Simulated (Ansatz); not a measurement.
Working through the interaction energy of a dimer with the counterpoise correction of O2Si, SMILES O=[Si]=O

With Ansatz 0.2.0, Python API.

Typed at the interpreter:
```pycon
>>> import ansatz as az
>>> import numpy as np
>>> FIRST = [
...     ("O", (0.6912, 1.2173, 0.5137)),
...     ("Si", (-0.0007, 0.0004, -0.0002)),
...     ("O", (-0.6905, -1.2177, -0.5136)),
... ]
>>> SECOND = [
...     ("O", (1.201, -1.3047, 2.9277)),
...     ("Si", (1.9954, -0.0747, 3.21)),
...     ("O", (2.7876, 1.1566, 3.4923)),
... ]
>>> def energy(atoms, ghosts=()):
...     molecule = az.Crystal.molecule()
...     for symbol, xyz in atoms:
...         molecule = molecule.atom(symbol, xyz)
...     calc = (
...         molecule.calculation()
...         .basis(gaussian="def2-SVPD")
...         .functional("B3LYP")  # exchange and correlation
...     )
...     deck = calc.input()
...     if ghosts:
...         deck = deck.set(az.key.basis.gaussian.ghost_atoms, [{"symbol": s, "position_ang": list(xyz)} for s, xyz in ghosts])
...     return az.Session.from_dict(deck).plan().execute().report["free_energy_ev"]
...
>>> # ghost atoms carry the functions of the partner
>>> direction = np.array([0.5277, -0.0196, 0.8492])
>>> print("shift (A)   counterpoise-corrected interaction (kcal/mol)")
shift (A)   counterpoise-corrected interaction (kcal/mol)
>>> for shift in (-0.3, 0.0, 0.4, 1.0, 2.0):
...     moved = [(s, tuple(np.round(np.array(xyz) + shift * direction, 4))) for s, xyz in SECOND]
...     gain = energy(FIRST + moved) - energy(FIRST, moved) - energy(moved, FIRST)
...     print(f"{shift:8.2f} {23.060548 * gain:14.3f}")
...
   -0.30         -4.388
    0.00         -3.212
    0.40         -2.026
    1.00         -1.007
    2.00         -0.380
```

The dimer is a generated trial pose of unrelaxed monomers, not a minimum, so the figure is no binding energy, and the basis set is small. b3lyp holds the VWN-RPA fit, as in Gaussian; the form of ORCA and Turbomole is b3lyp5. This level lacks the dispersion part of the attraction (electrostatics and induction are there), which can decide the sign where the interaction is weak. Hardware and time: 52 s on 1 thread of Intel(R) Xeon(R) Platinum 8375C CPU @ 2.90GHz (Ice Lake), with other jobs on the host, peak memory 0.35 GiB.

(Lines on the test bed's own set-up are left out of the output.)
